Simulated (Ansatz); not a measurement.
# Sn3Ge2Te5: the cost of one run

Computed with Ansatz 0.2.0 (DFT PBE, scalar-relativistic, plane waves, PAW, unless a step names another level, unless a step's input says otherwise).

### 1 The structure to begin with

The structure is tetragonal, space group I4/mmm (No. 139). The conventional cell has a = 4.433 Å, b = 4.433 Å, c = 31.290 Å, α = 90.00°, β = 90.00°, γ = 90.00°. Sn (site symmetry 4mm) has 6 Te at 3.10 to 3.30 Å in its first shell of neighbours. Sn (site symmetry 4/mmm) is surrounded by 6 Te at 3.13 Å. Around Ge (site symmetry 4mm) lie 6 Te at 3.00 to 3.13 Å. Te (site symmetry 4mm) is surrounded by 1 Ge at 3.00 Å and 5 Sn at 3.14 to 3.30 Å. Te (site symmetry 4mm) has 2 Sn at 3.10 to 3.13 Å and 4 Ge at 3.13 Å in its first shell of neighbours. Te (site symmetry 4/mmm) is surrounded by 2 Ge at 3.11 Å and 4 Sn at 3.13 Å.

Coordinates:

```cif
data_structure
_symmetry_space_group_name_H-M 'P 1'
_symmetry_Int_Tables_number 1
_cell_length_a 15.9558
_cell_length_b 15.9558
_cell_length_c 15.9558
_cell_angle_alpha 164.031
_cell_angle_beta 164.031
_cell_angle_gamma 22.658
_cell_volume 307.40
loop_
_atom_site_label
_atom_site_type_symbol
_atom_site_fract_x
_atom_site_fract_y
_atom_site_fract_z
_atom_site_occupancy
Sn1 Sn 0.69913 0.69913 0.00000 1
Sn2 Sn 0.30087 0.30087 0.00000 1
Sn3 Sn 0.50000 0.50000 0.00000 1
Ge1 Ge 0.90045 0.90045 0.00000 1
Ge2 Ge 0.09955 0.09955 0.00000 1
Te1 Te 0.80468 0.80468 0.00000 1
Te2 Te 0.39984 0.39984 0.00000 1
Te3 Te 0.00000 0.00000 0.00000 1
Te4 Te 0.60016 0.60016 0.00000 1
Te5 Te 0.19532 0.19532 0.00000 1
```

The cell was relaxed beforehand at this level, from a generated guess; it needn't be the stable form of this composition. At a tolerance of 0.02 Å it has space group I4/mmm (No. 139); it has 30.74 Å³/atom, an uncorrected energy of -0.18 eV/atom over the elements.

### 2 Electronic structure at the relaxed geometry

The input, input.yaml:

```yaml
crystal:
  lattice:
    - [-2.216322, 2.216322, 15.6449399]
    - [2.216322, -2.216322, 15.6449399]
    - [2.216322, 2.216322, -15.6449399]
  atoms:
    - { symbol: Sn, position: [0.699133, 0.699133, 0.0] }
    - { symbol: Sn, position: [0.300867, 0.300867, 0.0] }
    - { symbol: Sn, position: [0.5, 0.5, 0.0] }
    - { symbol: Ge, position: [0.900451, 0.900451, 0.0] }
    - { symbol: Ge, position: [0.099549, 0.099549, 0.0] }
    - { symbol: Te, position: [0.804682, 0.804682, 0.0] }
    - { symbol: Te, position: [0.39984, 0.39984, 0.0] }
    - { symbol: Te, position: [0.0, 0.0, 0.0] }
    - { symbol: Te, position: [0.60016, 0.60016, 0.0] }
    - { symbol: Te, position: [0.195318, 0.195318, 0.0] }
basis:
  ecutwfc: 420
kpoints:
  mp_grid: { grid: [12, 12, 12] }
  band_path:
    path:
      - [[0.0, 0.0, 0.0], [0.0, 0.0, 0.5], [0.25, 0.25, 0.25], [0.0, 0.5, 0.0], [0.0, 0.0, 0.0], [0.5, 0.5, -0.5], [0.25501716, 0.74498284, -0.25501716]]
      - [[-0.25501716, 0.25501716, 0.25501716], [0.0, 0.0, 0.0]]
      - [[0.0, 0.0, 0.5], [-0.01003432, 0.01003432, 0.5]]
      - [[0.5, 0.5, -0.01003432], [0.5, 0.5, -0.5]]
    npoints: 14
hamiltonian:
  xc: pbe
scf:
  occupations: { method: gaussian, width: 0.01 }
  n_extra_bands: 25
output:
  forces: true
  stress: true
  eigenvalues: true
  populations: true
  dos: { projected: true, de: 0.02, nscf_kmesh: { grid: [15, 15, 15] } }
  bader: true
  write_density: true
  write_potential: true
  elf: true
  volumetric_format: npy
```

On the command line:

```
$ ansatz run input.yaml --threads 4 --pin off --max-ram 8192MiB --backend cpu --events-out ev --progress --plain --runs-dir out
```

What time and memory should one allow on 4 threads of Arm Neoverse V2, shared host?

About 6.4 min, with a peak of 5.3 GiB.
